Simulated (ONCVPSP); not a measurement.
# Pseudopotential generation for manganese: ONCV, PBE

Aim: build the potential from the settings below, then test how well it stands in for the atom: other configurations, scattering, ghost states and the plane-wave cutoff that it needs.

Program: ONCVPSP 4.0.1. Reference atom: PBE, scalar-relativistic, spherical and spin-unpolarised. All values are calculated.

### Step 1. Settings

Typed settings, in words:

- element: manganese (Mn, Z = 25)
- type: optimised norm-conserving Vanderbilt (ONCV)
- frozen core: [Ne] 3s2
- valence charge: 13
- reference configuration: 3p6 3d5 4s1.75 (charge +0.25)
- partial waves: 4s: rc 2.15 bohr, ncon 4, nbas 7, qcut 3.1 1/bohr, 2 projectors, debl 2.3 Ha; 3p: rc 1.00 bohr, ncon 3, nbas 7, qcut 6.9 1/bohr, 2 projectors, debl 0.6 Ha; 3d: rc 1.80 bohr, ncon 4, nbas 9, qcut 10.5 1/bohr, 1 projector
- local potential: polynomial inside 0.65 bohr (lpopt 4, dvloc0 6 Ha)
- core correction: not asked for

### Step 2. Generating the potential

Input file Mn.dat:

```
# ATOM AND REFERENCE CONFIGURATION
# atsym  z   nc   nv     iexc    psfile
  Mn 25.00    4    3        4      upf
#
#   n    l    f
    1    0    2.00
    2    0    2.00
    2    1    6.00
    3    0    2.00
    3    1    6.00
    3    2    5.00
    4    0    1.75
#
# PSEUDOPOTENTIAL AND OPTIMIZATION
# lmax
    2
#
#   l,   rc,      ep,       ncon, nbas, qcut
    0    2.15    0.00    4    7    3.10
    1    1.00    0.00    3    7    6.90
    2    1.80    0.00    4    9   10.50
#
# LOCAL POTENTIAL
# lloc, lpopt,  rc(5),   dvloc0
    4    4    0.65    6.00
#
# VANDERBILT-KLEINMAN-BYLANDER PROJECTORs
# l, nproj, debl
    0    2    2.30
    1    2    0.60
    2    1    2.90
#
# MODEL CORE CHARGE
# icmod, fcfact, rcfact
    0    0.00    0.00
#
# LOG DERIVATIVE ANALYSIS
# epsh1, epsh2, depsh
   -4.00    5.00    0.02
#
# OUTPUT GRID
# rlmax, drl
    6.00    0.01
#
# TEST CONFIGURATIONS
# ncnf
    4
# nvcnf
#   n    l    f
    3
    3    1    6.00
    3    2    5.00
    4    0    2.00
#
    3
    3    1    6.00
    3    2    5.00
    4    0    1.00
#
    3
    3    1    6.00
    3    2    5.00
    4    0    0.00
#
    3
    3    1    6.00
    3    2    6.00
    4    0    1.00
#
```

Run with:

```sh
$ oncvpsp.x < Mn.dat > Mn.out
```

What does the calculation give? Wanted: cutoffs for 1 and 0.1 mHa per electron, occupied waves; bound ghosts; GHOST(+) flags; largest test error; largest phase difference near zero energy, channels read; projector energies reset by the program.

As calculated:

| quantity | value |
| --- | --- |
| cutoffs for 1 and 0.1 mHa per electron, occupied waves | 37 Ha and 122 Ha |
| bound ghosts | s at -102.59 eV |
| GHOST(+) flags | none at low energy |
| largest test error (AE − PS) | -32 meV, for 3p6 3d6 4s1 |
| largest phase difference near zero energy, channels read | 0.014 rad |
| projector energies reset by the program | p: -2.077, 0.250 Ha |

**Reading.** A bound ghost (s) makes it unfit for use: electrons can fall into a state that the atom doesn't have. By total energies transferability is fair: the largest error is 32 meV on 1.8 eV, for 3p6 3d6 4s1. It counts as hard, with 37 Ha needed at the looser tolerance. The tighter tolerance needs 122 Ha, and converged work needs a cutoff nearer that. Near zero energy the phases of the channels with partial waves agree within 0.014 rad. In the s channel the atom's pole at -3.21 Ha sits lower, at -3.76 Ha, in the pseudo curve.
